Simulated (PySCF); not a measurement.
**GeH3Cl (chlorogermane) at SVWN5/def2-TZVP**

Aim: the energy change on altering one bond length of GeH3Cl (chlorogermane) at SVWN5/def2-TZVP, from 2 runs. The job is set up through a Python script.

The calculation is run with PySCF 2.14.0.

2 further runs of the same task are left out: 2 set aside as unsound or not needed.

## Step 1: Starting point

The species is GeH3Cl (5 atoms), meant as a singlet with charge 0. As SMILES, `[Cl][GeH3]`. Geometry: relaxed at PBE0-D4/def2-TZVP.

Bond lengths: Cl1–Ge2 2.155 Å, Ge2–H3 1.532 Å, Ge2–H4 1.532 Å, Ge2–H5 1.532 Å. Angles: Cl1–Ge2–H3 107.1°, Cl1–Ge2–H4 107.1°, Cl1–Ge2–H5 107.1°, H3–Ge2–H4 111.7°, H3–Ge2–H5 111.7°, H4–Ge2–H5 111.7°.

## Step 2: The energy at SVWN5/def2-TZVP

Contents of mol.xyz:

```xyz
5

Cl    -1.875800    -0.025100     0.641300
Ge     0.161800    -0.013900    -0.060600
H      0.160400     0.656200    -1.438100
H      0.619000    -1.473700    -0.140600
H      0.984500     0.782900     0.956700
```

Contents of calc.py:

```python
from pyscf import gto, dft

mol = gto.M(
    atom='mol.xyz',
    max_memory=1860,
    verbose=4,
    basis='def2-tzvp',
)

calc0 = dft.RKS(mol)
calc0.xc = 'svwn'
calc0.conv_tol = 1e-10
calc0.grids.level = 5
calc0.kernel()
if not calc0.converged:
    calc0 = calc0.newton().run(calc0.mo_coeff, calc0.mo_occ)

e_tot = calc0.e_tot
print('Final energy', e_tot)
```

The run is started by

```console
OMP_NUM_THREADS=1 python calc.py
```

The program printed:

```text
PySCF version 2.14.0

[INPUT] num. atoms = 5
[INPUT] num. electrons = 52
[INPUT] charge = 0
[INPUT] spin (= nelec alpha-beta = 2S) = 0
[INPUT] symmetry False subgroup None
[INPUT] Mole.unit = angstrom
[INPUT] Symbol           X                Y                Z      unit          X                Y                Z       unit  Magmom
[INPUT]  1 Cl    -1.875800000000  -0.025100000000   0.641300000000 AA   -3.544748264459  -0.047432125727   1.211881363684 Bohr   0.0
[INPUT]  2 Ge     0.161800000000  -0.013900000000  -0.060600000000 AA    0.305757686955  -0.026267193131  -0.114517403149 Bohr   0.0
[INPUT]  3 H      0.160400000000   0.656200000000  -1.438100000000 AA    0.303112070380   1.240038282940  -2.717615139737 Bohr   0.0
[INPUT]  4 H      0.619000000000  -1.473700000000  -0.140600000000 AA    1.169740471106  -2.784889389772  -0.265695493114 Bohr   0.0
[INPUT]  5 H      0.984500000000   0.782900000000   0.956700000000 AA    1.860435369634   1.479466582922   1.807900983371 Bohr   0.0

nuclear repulsion = 176.393822004282
number of shells = 41
number of NR pGTOs = 187
number of NR cGTOs = 103
basis = def2-tzvp
ecp = {}

******** <class 'pyscf.dft.rks.RKS'> ********
method = RKS
initial guess = minao
damping factor = 0
level_shift factor = 0
DIIS = <class 'pyscf.scf.diis.CDIIS'>
diis_start_cycle = 1
diis_space = 8
diis_damp = 0
SCF conv_tol = 1e-10
SCF conv_tol_grad = None
SCF max_cycles = 50
direct_scf = True
direct_scf_tol = 1e-13
XC library pyscf.dft.libxc version 7.0.0
    S. Lehtola, C. Steigemann, M. J.T. Oliveira, and M. A.L. Marques.,  SoftwareX 7, 1–5 (2018)
XC functionals = svwn
    P. A. M. Dirac.,  Math. Proc. Cambridge Philos. Soc. 26, 376 (1930)
    F. Bloch.,  Z. Phys. 57, 545 (1929)
    S. H. Vosko, L. Wilk, and M. Nusair.,  Can. J. Phys. 58, 1200 (1980)
radial grids:
    Treutler-Ahlrichs [JCP 102, 346 (1995); DOI:10.1063/1.469408] (M4) radial grids

becke partition: Becke, JCP 88, 2547 (1988); DOI:10.1063/1.454033
pruning grids: <function nwchem_prune>
grids dens level: 5
symmetrized grids: False
atomic radii adjust function: <function treutler_atomic_radii_adjust>
small_rho_cutoff = 0
Set gradient conv threshold to 1e-05
Initial guess from minao.
tot grids = 158408
init E= -2533.743005443
  HOMO = -0.316800272940446  LUMO = -0.0664524241789017  gap/eV = 6.81231
cycle= 1 E= -2534.31503897673  delta_E= -0.572  |g|= 0.956  |ddm|= 1.65
  HOMO = -0.222947640154162  LUMO = -0.0561010008216073  gap/eV = 4.54013
cycle= 2 E= -2534.19730504445  delta_E= 0.118  |g|= 1.38  |ddm|= 1.03
  HOMO = -0.279017960267014  LUMO = -0.0480986837091137  gap/eV = 6.28363
cycle= 3 E= -2534.38093313471  delta_E= -0.184  |g|= 0.143  |ddm|= 0.769
  HOMO = -0.271151497504064  LUMO = -0.0535874457193231  gap/eV = 5.92022
cycle= 4 E= -2534.38624710125  delta_E= -0.00531  |g|= 0.0381  |ddm|= 0.158
  HOMO = -0.275667988320383  LUMO = -0.0548919864737485  gap/eV = 6.00762
cycle= 5 E= -2534.38665389534  delta_E= -0.000407  |g|= 0.00544  |ddm|= 0.0367
  HOMO = -0.274719081588856  LUMO = -0.0539772359281869  gap/eV = 6.00669
cycle= 6 E= -2534.38666089431  delta_E= -7e-06  |g|= 0.00194  |ddm|= 0.00848
  HOMO = -0.274902151508557  LUMO = -0.0541747859212229  gap/eV = 6.00630
cycle= 7 E= -2534.38666173662  delta_E= -8.42e-07  |g|= 0.000482  |ddm|= 0.00199
  HOMO = -0.274847468386647  LUMO = -0.0541568990139112  gap/eV = 6.00530
cycle= 8 E= -2534.38666179874  delta_E= -6.21e-08  |g|= 2.57e-05  |ddm|= 0.000416
  HOMO = -0.274850041308337  LUMO = -0.0541576790714053  gap/eV = 6.00535
cycle= 9 E= -2534.38666179892  delta_E= -1.83e-10  |g|= 3.22e-06  |ddm|= 2.61e-05
  HOMO = -0.274850192297601  LUMO = -0.0541574548881378  gap/eV = 6.00536
cycle= 10 E= -2534.38666179894  delta_E= -1.86e-11  |g|= 5.76e-07  |ddm|= 4.72e-06
  HOMO = -0.27485006144443  LUMO = -0.0541574678597243  gap/eV = 6.00535
Extra cycle  E= -2534.38666179893  delta_E= 4.09e-12  |g|= 9.58e-07  |ddm|= 1.5e-06
converged SCF energy = -2534.38666179893
Final energy -2534.3866617989333
```

Run time: 7.5 s. Hardware: 1 thread of Intel Xeon at 2.70GHz, shared host; peak memory 0.35 GiB.

## Step 3: The distorted shape at the same level

Contents of input.py:

```python
from pyscf import gto, dft

mol = gto.M(
    atom='''
Cl    -2.863033    -0.981253    -0.579451
Ge    -0.825433    -0.970053    -1.281351
H     -0.826833    -0.299953    -2.658851
H     -0.368233    -2.429853    -1.361351
H      0.984500     0.782900     0.956700
''',
    verbose=3,
    basis='def2-tzvp',
    max_memory=1860,
)

mf = dft.RKS(mol, xc='svwn')
mf.conv_tol = 1e-10
mf.grids.level = 5
mf.kernel()
if not mf.converged:
    mf = mf.newton().run(mf.mo_coeff, mf.mo_occ)

energy = mf.e_tot
print(f'total energy: {energy:.8f} hartree')
```

The run is started by

```console
OMP_NUM_THREADS=1 python input.py
```

The program printed:

```text
converged SCF energy = -2534.23974194576
total energy: -2534.23974195 hartree
```

Run time: 12 s. Hardware: 1 thread of Intel Xeon at 2.70GHz, shared host; peak memory 0.35 GiB.

## Step 4: What came out

At SVWN5/def2-TZVP:

```
                                                          quantity           value
                                         first shape: total energy  -2534.38666 Eh
                                        first shape: dipole moment          1.92 D
                                          first shape: HOMO energy        -7.48 eV
                                          first shape: LUMO energy        -1.47 eV
                                        first shape: HOMO–LUMO gap         6.01 eV
                                     distorted shape: total energy  -2534.23974 Eh
                                    distorted shape: dipole moment          2.08 D
                                      distorted shape: HOMO energy        -6.04 eV
                                      distorted shape: LUMO energy        -4.94 eV
                                    distorted shape: HOMO–LUMO gap         1.10 eV
energy change with the Ge2–H5 bond stretched from 1.532 to 3.370 Å        3.998 eV
```

**Reading.** One bond (distorted shape) is far stretched, which a spin-restricted single reference describes badly; a broken-symmetry solution may lie lower. With the Ge2–H5 bond stretched from 1.532 to 3.370 Å the energy rises by 4.00 eV (386 kJ/mol). The first shape isn't relaxed at this level, so the change isn't measured from a minimum. A restricted reference can't describe the breaking bond well at this length. Mulliken charges (first shape) run from -0.25 on Cl1 to +0.08 on Ge2; they depend strongly on the basis.
